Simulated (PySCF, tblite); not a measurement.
# C₆H₇O₂ radical: geometry, infrared bands and EPR parameters

Aim: predict the infrared bands and EPR parameters of C₆H₇O₂ radical (`C#CC(=O)OC[CH]C`).

Computed with tblite 0.8.0 and PySCF 2.14.0, with density-fitted response routines of our own, on a single molecule in the gas phase. Atoms are numbered from 0 throughout.

## Step 1: The starting structure

15 atoms, charge 0, multiplicity 2; geometry from: force field or distance geometry start.

Bonds of the start (Å): C0–C1 1.22, C1–C2 1.44, C2–O3 1.25, C2–O4 1.38, O4–C5 1.42, C5–C6 1.51, C6–C7 1.50, C0–H8 1.06, C5–H9 1.10, C5–H10 1.12, C6–H11 1.09, C7–H12 1.14, C7–H13 1.12, C7–H14 1.13.

## Step 2: Geometry optimisation with GFN2-xTB

The job: settings as JSON, then the geometry in Å.

```
{"job": {"kind": "relax", "xc": "GFN2-xTB", "basis": "xTB"}, "charge": 0, "multiplicity": 2}
C      4.107000     0.335900     0.871400
C      2.959000    -0.033000     0.701800
C      1.600400    -0.473500     0.511400
O      1.030200    -1.169900     1.371900
O      0.990600    -0.059600    -0.654600
C     -0.350700    -0.453800    -0.909900
C     -1.279400     0.055700     0.164100
C     -2.688500    -0.378400    -0.115300
H      5.110300     0.661400     1.001600
H     -0.675700    -0.122600    -1.908600
H     -0.396100    -1.573800    -0.895200
H     -1.174600     1.115900     0.392400
H     -3.395300    -0.119000     0.740700
H     -2.703200    -1.477100    -0.309300
H     -3.138400     0.194000    -0.984200
```

Started as:

```
$ OMP_NUM_THREADS=1 python probes_run.py task.json out
```

This one command runs all jobs of the session in turn.

**Question.** This job is followed by: GFN2-xTB harmonic vibrations, gas phase; UKS B3LYP, pcH-1 on C H O, non-relativistic, mean-field spin-orbit, GIAO. Predict these results of the whole session: strongest single infrared mode (GFN2-xTB); zero-point energy (GFN2-xTB); g(iso) (B3LYP); ⟨S²⟩; largest a(iso) (averaged by class); potential on the surface of density 0.002 e/bohr³, 1st and 99th percentile.

The runs gave:

```
                                                                  quantity                  value
                                 strongest single infrared mode (GFN2-xTB)  1746 cm⁻¹, 401 km/mol
                                              zero-point energy (GFN2-xTB)          68.8 kcal/mol
                                                            g(iso) (B3LYP)                2.00240
                                                                      ⟨S²⟩     0.754 (exact 0.75)
                                        largest a(iso) (averaged by class)    13C on C6, 99.4 MHz
potential on the surface of density 0.002 e/bohr³, 1st and 99th percentile     -1.56 V and 1.73 V
```

The optimisation took 138 steps and gained 0.560 eV; among the close pairs (by a distance rule), C2–O4 changed most, from 1.379 to 1.330 Å. The lowest mode is imaginary (49i cm⁻¹), so the xTB geometry is not a minimum: the zero-point energy counts the real modes alone, and all values at this geometry belong to a saddle point. The strongest single mode, at 1746 cm⁻¹, moves mainly C2 and O3. Unscaled tight-binding wavenumbers are off by several per cent, some by more. Its intensities can rank the bands wrongly. C6 carries the largest spin population, 1.00 e. The isotropic g lies 0.1 ppt above the free-electron value. These values are for one conformer; the search (at its own cheap level) found 2 more, at 0.22, 0.87 kcal/mol, and measured spectra average over such forms.
